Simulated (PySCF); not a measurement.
# B₁₀N₁₀H₁₄: electronic excitations

Computed with PySCF 2.14.0 and routines of our own; the level stands in each step. Atoms count from 0.

## 1. The system as given

34 atoms, charge 0, multiplicity 1; geometry from: GFN2-xTB.

## 2. Electronic excitations: TDA wB97X-D/6-31G*

The job: settings as JSON, then the geometry in Å.

```
{"job": {"kind": "uv", "basis": "6-31G*", "grid": 1, "kgrid": 0, "vcut": 1.5, "nstates": 5, "ntriplets": 2, "tda": true, "delta": ["ip_vertical"], "pop": false, "xc": "wB97X-D"}, "charge": 0, "multiplicity": 1}
B      2.672084     0.968086     0.393055
N      1.904213     2.031072    -0.153861
B      0.958879     2.779003     0.617420
N     -0.385099     2.830513     0.104170
B     -0.746430     2.859099    -1.285158
N     -1.709362     1.943813    -1.760083
B     -1.275663     2.146713     1.016844
N     -1.996456     1.025454     0.505686
B     -2.033858     0.822884    -0.919705
N     -2.125418    -0.500922    -1.436564
B     -2.135568    -0.118228     1.374418
N     -1.743550    -1.380950     0.843149
B     -1.557093    -1.504609    -0.582467
N     -0.598348    -2.430238    -1.093157
B     -1.057085    -2.310814     1.708659
N      0.077596    -2.953500     1.174732
B      0.473342    -2.738890    -0.186496
N      1.835494    -2.504563    -0.600360
B      2.540814    -1.527943     0.192398
N      2.786992    -0.243902    -0.362766
H      3.090110     1.029407     1.480924
H      1.590272     1.876039    -1.105356
H      1.233782     3.137413     1.695658
H     -0.223064     3.608798    -2.025315
H     -1.950074     1.928534    -2.739148
H     -1.276917     2.394390     2.161299
H     -2.105343    -0.637057    -2.436264
H     -2.394972     0.014454     2.507769
H     -0.420805    -2.423415    -2.086756
H     -1.364964    -2.447356     2.829754
H      0.722656    -3.412747     1.796487
H      1.913390    -2.358680    -1.600011
H      2.770869    -1.733692     1.318894
H      2.521310    -0.150513    -1.336928
```

With the program's defaults for keys left out, this is: TDA wB97X-D/6-31G*, vertical, gas phase, core orbitals frozen in the response, virtual orbitals cut by energy.

The run is started by

```
$ OMP_NUM_THREADS=1 python large_run.py task.json out
```

The driver reads the jobs from task.json and runs them one after another.

**Question.** How long does this first job take on 1 thread of Arm Neoverse N1, shared host, and how much memory does it need?

About 5.2 min, with a peak of 0.61 GiB.
